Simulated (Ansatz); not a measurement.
**CH₄BFOSi: basis-set convergence**

An exercise on one series of results from a longer session: the logs are not shown, and one member is left open.

Method: one geometry, several basis sets; program: Ansatz 0.2.0, Gaussian basis.

Levels to be run: PBE0-D4/def2-SVP; ωB97M-V/def2-SVP; PBE0-D4/def2-QZVPP; ωB97M-V/def2-QZVPP; the functionals' def2-TZVPP values are taken from earlier runs.

**The geometry**

The geometry comes from an earlier relaxation with PBE0-D4 in a triple-zeta def2 set; it is a stationary point, not always the lowest conformer.

9 atoms, charge 0, spin multiplicity 1.

Atoms are counted from 1 here; the program's logs count them from 0.

Bond lengths: F1–B3 1.330 Å, C2–B3 1.527 Å, C2–Si4 1.836 Å, C2–O5 1.479 Å, C2–H6 1.090 Å, B3–H7 1.199 Å, Si4–O5 1.650 Å, Si4–H8 1.476 Å, Si4–H9 1.476 Å. Angles: B3–C2–Si4 114.9°, B3–C2–O5 118.3°, B3–C2–H6 121.3°, Si4–C2–O5 58.5°, Si4–C2–H6 115.1°, O5–C2–H6 113.0°, F1–B3–C2 119.0°, F1–B3–H7 118.2°, C2–B3–H7 122.8°, C2–Si4–O5 49.8°, C2–Si4–H8 122.6°, C2–Si4–H9 119.5°, O5–Si4–H8 117.2°, O5–Si4–H9 117.6°, H8–Si4–H9 114.3°, C2–O5–Si4 71.6°.

Set-up of the first run:

in.yaml reads:

```yaml
crystal:
  periodic: [false, false, false]
  atoms:
    - {symbol: F, position_ang: [1.467212, 2.078609, 0.316763]}
    - {symbol: C, position_ang: [-0.208517, 0.463809, -0.490782]}
    - {symbol: B, position_ang: [1.226610, 0.854636, -0.143949]}
    - {symbol: Si, position_ang: [-0.855903, -0.993172, 0.420559]}
    - {symbol: O, position_ang: [-0.437643, -0.830702, -1.167330]}
    - {symbol: H, position_ang: [-0.954609, 1.216225, -0.748258]}
    - {symbol: H, position_ang: [2.142878, 0.084130, -0.209143]}
    - {symbol: H, position_ang: [0.002757, -1.850580, 1.260735]}
    - {symbol: H, position_ang: [-2.294385, -1.069254, 0.744305]}
basis:
  gaussian: {orbitals: def2-SVP}
hamiltonian: {xc: pbe0, dispersion: d4}
output: {orbitals: {seedname: orbitals}}
```

Launch:

```
ansatz run in.yaml --threads 2 --pin off --events-out ev --progress --plain --max-ram 4352MiB
```

Among the steps run: PBE0-D4 in def2-SVP; ωB97M-V in def2-SVP; PBE0-D4 in def2-QZVPP; ωB97M-V in def2-QZVPP.

One of the session's tables, all rows but one given; the rest of the session is left out.

It belongs to the step «Functionals by basis». 

| functional | basis | HOMO (eV) |
| --- | --- | --- |
| PBE0-D4 | def2-SVP | -7.82 |
| PBE0-D4 | def2-TZVPP | -7.87 |
| PBE0-D4 | def2-QZVPP | -7.89 |
| ωB97M-V | def2-SVP | -9.99 |
| ωB97M-V | def2-TZVPP | ? |
| ωB97M-V | def2-QZVPP | -10.09 |

**Question.** Estimate the row for ωB97M-V, def2-TZVPP.

**Answer.** HOMO (eV): -10.07. In the column «HOMO (eV)» it lies between ωB97M-V, def2-QZVPP (-10.09) and ωB97M-V, def2-SVP (-9.99).
